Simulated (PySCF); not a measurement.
# [Lu(H2O)]3+: other functionals and bases at one geometry

The task here is to estimate one member of a computed series from the others.

Method: several levels, as the steps say, no spin–orbit coupling; program: PySCF 2.14.0.

2 further runs of the same task are left out: 2 for a known fault of the program. Runs told in other sessions of the task aren't counted.

## Where the work starts

4 atoms, charge 3, spin multiplicity 1.

Bond lengths: Lu1–O2 2.080 Å, O2–H3 1.011 Å, O2–H4 1.011 Å. Angles: Lu1–O2–H3 128.9°, Lu1–O2–H4 128.9°, H3–O2–H4 102.3°.

As a file:

```
Lu    0.0000    0.0000   -0.0221
O     0.0000    0.0000    2.0576
H     0.7875    0.0000    2.6922
H    -0.7875    0.0000    2.6922
```

Formal oxidation states: Lu +3. An earlier session relaxed this geometry at B3LYP, Lu def2-SVP with ECP28, O def2-SVP, H def2-SVP (singlet, point group C2v).

At B3LYP on the finer grid: E = -1311.217420 Eh, HOMO -28.65 eV, LUMO -21.64 eV, Mulliken charge on Lu1 +2.55 e, largest force component 0.006 eV/Å. 

Levels to run: TPSSh; BP86; PBE; TPSS; B3LYP, TZVP; B3LYP, x2c-SVP. Hardware: 2 threads of Arm Neoverse V1, shared host.

The first run:

run.py (the lines that set the calculation) reads:

```python
mol = gto.M(atom='''
Lu     0.00000     0.00000    -0.02208
O      0.00000     0.00000     2.05756
H      0.78753     0.00000     2.69218
H     -0.78753     0.00000     2.69218''',
    basis={'Lu': 'def2-SVP', 'O': 'def2-SVP', 'H': 'def2-SVP'},
    ecp={'Lu': 'def2-SVP'},
    charge=3, spin=0)
mf = dft.RKS(mol, xc='TPSSH')
mf.grids.atom_grid = (75, 302)  # f atoms: unpruned, at least (60, 302)
mf = mf.density_fit()  # fitting sets: Lu def2-universal-JKFIT, O def2-universal-JKFIT, H def2-universal-JKFIT
mf.conv_tol = 1e-08; mf.max_cycle = 55
mf.kernel(dm0)  # dm0: the density of the relaxed state
```

Started as:

```console
$ OMP_NUM_THREADS=2 python run.py
```

Among the steps run: TPSSh; BP86; PBE; TPSS; B3LYP, TZVP; B3LYP, x2c-SVP.

One of the session's tables, all rows but one given; the rest of the session is left out.

| level | HOMO (eV) | gap (eV) | charge on Lu1 (e) | dipole (D) | largest force component (eV/Å) |
| --- | --- | --- | --- | --- | --- |
| B3LYP (relaxed here) | -28.65 | 7.01 | 2.55 | 3.80 | 0.01 |
| TPSSh | ? | ? | ? | ? | ? |
| BP86 | -27.41 | 5.30 | 2.52 | 4.05 | 0.52 |
| PBE | -27.30 | 5.14 | 2.51 | 4.07 | 0.45 |
| TPSS | -27.35 | 5.38 | 2.53 | 4.00 | 0.39 |
| B3LYP, TZVP | -28.65 | 6.99 | 2.59 | 3.87 | 0.58 |
| B3LYP, x2c-SVP | -28.60 | 7.25 | 2.53 | 3.68 | 0.09 |

Q: Estimate the row for TPSSh from the others.

**Answer.** HOMO (eV): -27.99; gap (eV): 6.48; charge on Lu1 (e): 2.56; dipole (D): 3.85; largest force component (eV/Å): 0.20. In the column «HOMO (eV)» it lies between B3LYP, x2c-SVP (-28.60) and BP86 (-27.41).

The dipole of a charged species depends on the origin, so these sizes hold for this origin alone.

In one basis the HOMO–LUMO gap runs from 5.14 eV (PBE) to 7.01 eV (B3LYP). The largest leftover force, 0.58 eV/Å with B3LYP, TZVP, stands at a geometry relaxed at another level. Total energies of different levels can't be compared.
